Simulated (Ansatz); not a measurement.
# Cu12HF: the cost of one run

Method: DFT PBE, scalar-relativistic, plane waves, PAW, in Ansatz 0.2.0.

11 further runs of the same task are left out: 1 that didn't finish, 10 set aside as unsound or not needed. Runs told in other sessions of the task aren't counted.

**1. The starting structure**

Symmetry: Cm, No. 8, monoclinic system. Conventional cell: a = 8.889 Å, b = 5.132 Å, c = 22.122 Å, α = 90.00°, β = 90.00°, γ = 90.00°. Cu (site symmetry m) has 9 Cu at 2.54 to 2.57 Å in its first shell of neighbours. Cu (site symmetry 1) has 9 Cu at 2.54 to 2.57 Å in its first shell of neighbours. Cu (site symmetry m) is surrounded by 12 Cu at 2.54 to 2.57 Å. Around Cu (site symmetry 1) lie 12 Cu at 2.54 to 2.57 Å. Around Cu (site symmetry 1) lie 1 F at 1.54 Å. Cu (site symmetry m) is surrounded by 9 Cu at 2.54 to 2.57 Å and 1 F at 2.62 Å and 2 H at 2.87 Å. Only part of the 11 independent sites is listed.

As a file:

```cif
data_structure
_symmetry_space_group_name_H-M 'Cm'
_symmetry_Int_Tables_number 8
_cell_length_a 8.8888
_cell_length_b 5.1320
_cell_length_c 22.1216
_cell_angle_alpha 90.000
_cell_angle_beta 90.000
_cell_angle_gamma 90.000
_cell_volume 1009.12
loop_
_atom_site_label
_atom_site_type_symbol
_atom_site_symmetry_multiplicity
_atom_site_Wyckoff_symbol
_atom_site_fract_x
_atom_site_fract_y
_atom_site_fract_z
_atom_site_occupancy
Cu1 Cu 2 a 0.33333 0.00000 0.18082 1
Cu2 Cu 4 b 0.08333 0.25000 0.18082 1
Cu3 Cu 2 a 0.33333 0.50000 0.18082 1
Cu4 Cu 2 a 0.16667 0.00000 0.27397 1
Cu5 Cu 4 b 0.91667 0.25000 0.27397 1
Cu6 Cu 2 a 0.16667 0.50000 0.27397 1
Cu7 Cu 4 b 0.25000 0.75000 0.36713 1
Cu8 Cu 2 a 0.00000 0.00000 0.36713 1
Cu9 Cu 2 a 0.50000 0.00000 0.36713 1
F1 F 2 a 0.28102 0.00000 0.40330 1
H1 H 2 a 0.38565 0.00000 0.40330 1
```

This is the geometry of the first run shown, built on a cell relaxed beforehand with the same method.

**2. The scan**

Atoms count from 1 in the order of the input.

HF lies flat over one site of a rigid substrate while its bond length and height are varied.

- distance F13-H14: 8 values from 0.830 to 2.830 Å
- height of the HF axis above the plane of Cu9: 8 values from 0.80 to 3.60 Å

Nothing else is relaxed. Points are written as (first, second).

**3. The run at (0.930 Å, 0.80 Å)**

A dipole layer in the vacuum cancels the field that periodic copies would set up if the slab's two faces differ.

Input file input.yaml:

```yaml
crystal:
  lattice:
    - [5.1319544646, 0.0, 0.0]
    - [-2.5659772323, 4.4444029374, 0.0]
    - [0.0, 0.0, 22.1215701967]
  atoms:
    - { symbol: Cu, position: [0.3333333333, 0.1666666667, 0.1808189909] }
    - { symbol: Cu, position: [0.3333333333, 0.6666666667, 0.1808189909] }
    - { symbol: Cu, position: [0.8333333333, 0.1666666667, 0.1808189909] }
    - { symbol: Cu, position: [0.8333333333, 0.6666666667, 0.1808189909] }
    - { symbol: Cu, position: [0.1666666667, 0.3333333333, 0.2739718312] }
    - { symbol: Cu, position: [0.1666666667, 0.8333333333, 0.2739718312] }
    - { symbol: Cu, position: [0.6666666667, 0.3333333333, 0.2739718312] }
    - { symbol: Cu, position: [0.6666666667, 0.8333333333, 0.2739718312] }
    - { symbol: Cu, position: [0.0, 0.0, 0.3671335319] }
    - { symbol: Cu, position: [0.0, 0.5, 0.3671335319] }
    - { symbol: Cu, position: [0.5, 0.0, 0.3671335319] }
    - { symbol: Cu, position: [0.5, 0.5, 0.3671335319] }
    - { symbol: F, position: [0.2810203448, 0.2189796552, 0.40329733] }
    - { symbol: H, position: [0.3856463219, 0.1143536781, 0.40329733] }
basis:
  ecutwfc: 420
kpoints:
  mp_grid: { grid: [6, 6, 1] }
hamiltonian:
  xc: pbe
  pseudopotentials: { kind: paw, azcp: { folder: soft_1 } }
scf:
  occupations: { method: gaussian, width: 0.1 }
output:
  forces: true
  eigenvalues: true
efield:
  axis: 3
  dipole_correction: true
  ramp_width: 0.04
```

Run with:

```sh
$ ansatz run input.yaml --threads 4 --pin off --max-ram 12288MiB --backend cpu --events-out ev --progress --plain --runs-dir out
```

**Question.** How long does this run take on 4 threads of Arm Neoverse N1, shared host, and how much memory does it need?

About 57 s, with a peak of 1.8 GiB.
